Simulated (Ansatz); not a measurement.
# BH2O2F (SMILES OB(O)F): B3LYP/6-31G(d) (spherical functions)

What is the vertical electron affinity of BH2O2F at B3LYP/6-31G* (spherical functions)? 

The calculation is run with Ansatz 0.2.0.

57 further runs of the same task are left out: 57 set aside as unsound or not needed.

## (1) Starting point

The species is BH2O2F (6 atoms), meant as a singlet with charge 0. SMILES: `OB(O)F`. The shape is that of a PBE0-D4/def2-TZVP optimisation. This is one conformer, not always the lowest.

Bond lengths: O1–B2 1.360 Å, B2–O3 1.352 Å, B2–F4 1.333 Å, O1–H5 0.960 Å, O3–H6 0.960 Å. Angles: O1–B2–O3 121.6°, O1–B2–F4 120.5°, O3–B2–F4 117.9°, B2–O1–H5 113.1°, B2–O3–H6 112.5°.

## (2) The energy at B3LYP/6-31G(d) (spherical functions)

File in.yaml:

```yaml
crystal:
  periodic: [false, false, false]
  atoms:
    - {symbol: O, position_ang: [-0.477500, 0.971000, -0.208400]}
    - {symbol: B, position_ang: [-0.023800, -0.307500, -0.106500]}
    - {symbol: O, position_ang: [0.989400, -0.635200, 0.726100]}
    - {symbol: F, position_ang: [-0.573100, -1.280600, -0.833200]}
    - {symbol: H, position_ang: [-1.198900, 1.066100, -0.834300]}
    - {symbol: H, position_ang: [1.326000, 0.122200, 1.210000]}
basis:
  gaussian: {orbitals: 6-31G_st_-spherical.json}
output: {orbitals: {seedname: orbitals}}
accuracy: high
hamiltonian: {xc: {name: B3LYP}}
```

The basis set 6-31G* is read from a file made from the Basis Set Exchange's data (not shown).

Run with:

```console
$ ansatz run in.yaml --threads 1 --pin off --max-ram 3480MiB --events-out events.jsonl --progress --plain --runs-dir runs
```

The log of the run:

```text
Warning: RAYON_NUM_THREADS=1 ignored (pool sized by the plan → 1); use --threads N
Functional definition: B3LYP
  name "B3LYP"
  parameter a0 = 0.2
  parameter ax = 0.72
  parameter ac = 0.81
  exchange = (1 - a0 - ax)*slater_x + ax*b88_x + a0*exact_x
  correlation = (1 - ac)*vwn_rpa_c + ac*lyp_c
1323 factors; integrals over basis functions are off by at most 3.3e-9 eV
mean field evaluation 1: about -7517.2397 eV, gradient 6.4e1 eV
mean field evaluation 2: about -7510.5570 eV, gradient 8.9e1 eV
mean field evaluation 4: about -7523.8824 eV, gradient 2.5e0 eV
mean field evaluation 8: about -7523.8879 eV, gradient 4.5e-2 eV
mean field evaluation 16: about -7523.8879 eV, gradient 2.4e-6 eV
mean field -7523.88794368 eV, -276.4977820556 hartree, gradient 5.7e-8 eV, S^2 0.000000; 0 other end points of the search recorded, 0 dependent functions left out
reference -7523.88797034 eV, -276.4977830355 hartree; 16, 16 occupied and 44, 44 virtual orbitals, 1323 factors
Total energy: -7523.88797034 eV, -276.4977830355 hartree
```

Wall time 5.1 s (1 thread of Arm Neoverse N1, shared host); peak memory 0.15 GiB.

## (3) The doublet anion at the same level

File job.yaml:

```yaml
crystal:
  periodic: [false, false, false]
  atoms:
    - {symbol: O, position_ang: [-0.477500, 0.971000, -0.208400]}
    - {symbol: B, position_ang: [-0.023800, -0.307500, -0.106500]}
    - {symbol: O, position_ang: [0.989400, -0.635200, 0.726100]}
    - {symbol: F, position_ang: [-0.573100, -1.280600, -0.833200]}
    - {symbol: H, position_ang: [-1.198900, 1.066100, -0.834300]}
    - {symbol: H, position_ang: [1.326000, 0.122200, 1.210000]}
basis:
  gaussian:
    orbitals: 6-31G_st_-spherical.json
total_charge: -1
magnetization:
  spin_polarized: true
  initial_magnetization: 1
hamiltonian:
  xc: {name: B3LYP}
accuracy: high
output: {orbitals: {seedname: orbitals}}
```

The basis set 6-31G* is read from a file made from the Basis Set Exchange's data (not shown).

Run with:

```console
$ ansatz run job.yaml --threads 1 --pin off --max-ram 3480MiB --events-out events.jsonl --progress --plain --runs-dir runs
```

The log of the run:

```text
Warning: RAYON_NUM_THREADS=1 ignored (pool sized by the plan → 1); use --threads N
[... 7 set-up lines as earlier in the session ...]
1324 factors; integrals over basis functions are off by at most 3.3e-9 eV
mean field evaluation 1: about -7517.2862 eV, gradient 2.6e1 eV
mean field evaluation 2: about -7513.3221 eV, gradient 4.3e1 eV
mean field evaluation 4: about -7519.7314 eV, gradient 2.8e0 eV
mean field evaluation 8: about -7519.9671 eV, gradient 1.6e-1 eV
mean field evaluation 16: about -7519.9673 eV, gradient 1.4e-4 eV
mean field -7519.96729725 eV, -276.3537009570 hartree, gradient 9.7e-8 eV, S^2 0.751000; 2 other end points of the search recorded, 0 dependent functions left out
reference -7519.96732556 eV, -276.3537019975 hartree; 17, 16 occupied and 43, 44 virtual orbitals, 1324 factors
Total energy: -7519.96732556 eV, -276.3537019975 hartree
```

Wall time 16 s (1 thread of Arm Neoverse N1, shared host); peak memory 0.23 GiB.

## (4) What came out

Level: B3LYP/6-31G* (spherical functions).

| quantity | value |
| --- | --- |
| singlet BH2O2F: total energy | -276.49778 Eh |
| singlet BH2O2F: HOMO energy | -8.89 eV |
| singlet BH2O2F: LUMO energy | 1.67 eV |
| singlet BH2O2F: HOMO–LUMO gap | 10.56 eV |
| doublet anion: total energy | -276.35370 Eh |
| doublet anion: HOMO energy (highest over α and β) | 6.22 eV |
| doublet anion: LUMO energy (lowest over α and β) | 7.95 eV |
| doublet anion: ⟨S²⟩ | 0.751 |
| vertical electron affinity (to the doublet anion) | -3.921 eV |

What this shows: The anion lies 3.92 eV (378 kJ/mol) above the neutral: the electron isn't bound at this level, and such a value depends on the basis. Without diffuse functions anions come out too high. The HOMO (doublet anion) lies at positive energy, 6.22 eV; only total energies tell whether the electron is bound.
